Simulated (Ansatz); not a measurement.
# Al2H6O2: how energies converge with the basis set

Aim: see how fast density functionals converge with the basis set for Al2H6O2.

The runs use Ansatz 0.2.0, Gaussian basis; one geometry, several basis sets.

Plan: PBE0-D4/def2-SVP; ωB97M-V/def2-SVP; PBE0-D4/def2-QZVPP; ωB97M-V/def2-QZVPP; the functionals' def2-TZVPP values are taken from earlier runs.

## 1. Structure used throughout

The geometry comes from an earlier relaxation with PBE0-D4 in a triple-zeta def2 set; it is a stationary point, not always the lowest conformer.

SMILES `[OH+]1[AlH2-][OH+][AlH2-]1`, 10 atoms, charge 0, spin multiplicity 1.

Atoms are counted from 1 here; the program's logs count them from 0.

Bond lengths: O1–Al2 1.857 Å, O1–Al4 1.857 Å, O1–H5 0.957 Å, Al2–O3 1.857 Å, Al2–H6 1.585 Å, Al2–H7 1.585 Å, O3–Al4 1.857 Å, O3–H8 0.957 Å, Al4–H9 1.585 Å, Al4–H10 1.585 Å. Angles: Al2–O1–Al4 98.5°, Al2–O1–H5 122.7°, Al4–O1–H5 122.7°, O1–Al2–O3 81.5°, O1–Al2–H6 109.0°, O1–Al2–H7 113.8°, O3–Al2–H6 113.8°, O3–Al2–H7 109.0°, H6–Al2–H7 122.5°, Al2–O3–Al4 98.5°, Al2–O3–H8 122.7°, Al4–O3–H8 122.7°, O1–Al4–O3 81.5°, O1–Al4–H9 113.8°, O1–Al4–H10 109.0°, O3–Al4–H9 109.0°, O3–Al4–H10 113.8°, H9–Al4–H10 122.5°.

Coordinates:

```xyz
10
charge 0, multiplicity 1
O    -1.0537    0.5278   -0.2836
Al   -0.6215   -0.6637    1.0739
O     1.0536   -0.5280    0.2834
Al    0.6215    0.6638   -1.0738
H    -1.8617    0.4604   -0.7928
H    -1.3483   -2.0457    0.7994
H    -0.5687   -0.0014    2.5134
H     1.8617   -0.4611    0.7924
H     1.3480    2.0458   -0.7987
H     0.5690    0.0020   -2.5135
```

## 2. PBE0-D4 in def2-SVP

in.yaml

```yaml
crystal:
  periodic: [false, false, false]
  atoms:
    - {symbol: O, position_ang: [-1.053695, 0.527767, -0.283599]}
    - {symbol: Al, position_ang: [-0.621484, -0.663689, 1.073911]}
    - {symbol: O, position_ang: [1.053584, -0.527987, 0.283385]}
    - {symbol: Al, position_ang: [0.621477, 0.663832, -1.073841]}
    - {symbol: H, position_ang: [-1.861651, 0.460439, -0.792814]}
    - {symbol: H, position_ang: [-1.348257, -2.045670, 0.799408]}
    - {symbol: H, position_ang: [-0.568705, -0.001391, 2.513356]}
    - {symbol: H, position_ang: [1.861706, -0.461125, 0.792394]}
    - {symbol: H, position_ang: [1.348032, 2.045800, -0.798685]}
    - {symbol: H, position_ang: [0.569014, 0.002034, -2.513525]}
basis:
  gaussian: {orbitals: def2-SVP}
hamiltonian: {xc: pbe0, dispersion: d4}
output: {orbitals: {seedname: orbitals}}
```

Started as:

```bash
$ ansatz run in.yaml --threads 4 --pin off --events-out ev --progress --plain --max-ram 10444MiB
```

Further steps of the session: ωB97M-V in def2-SVP; PBE0-D4 in def2-QZVPP; ωB97M-V in def2-QZVPP.

Q: Predict the results of all the runs planned. Wanted: PBE0-D4: double and triple zeta above quadruple; ωB97M-V: double and triple zeta above quadruple.

As calculated:

| quantity | value |
| --- | --- |
| PBE0-D4: double and triple zeta above quadruple | 10.44, 0.68 eV |
| ωB97M-V: double and triple zeta above quadruple | 10.51, 0.65 eV |

**Reading.** PBE0-D4 gains 9.75 eV from double to triple zeta, then 0.68 eV more. Total energies overstate the basis error of differences, where much of it tends to cancel. The LUMO of ωB97M-V is positive and keeps falling with the basis (1.41 to 0.34 eV): an unbound level that the basis holds in place.
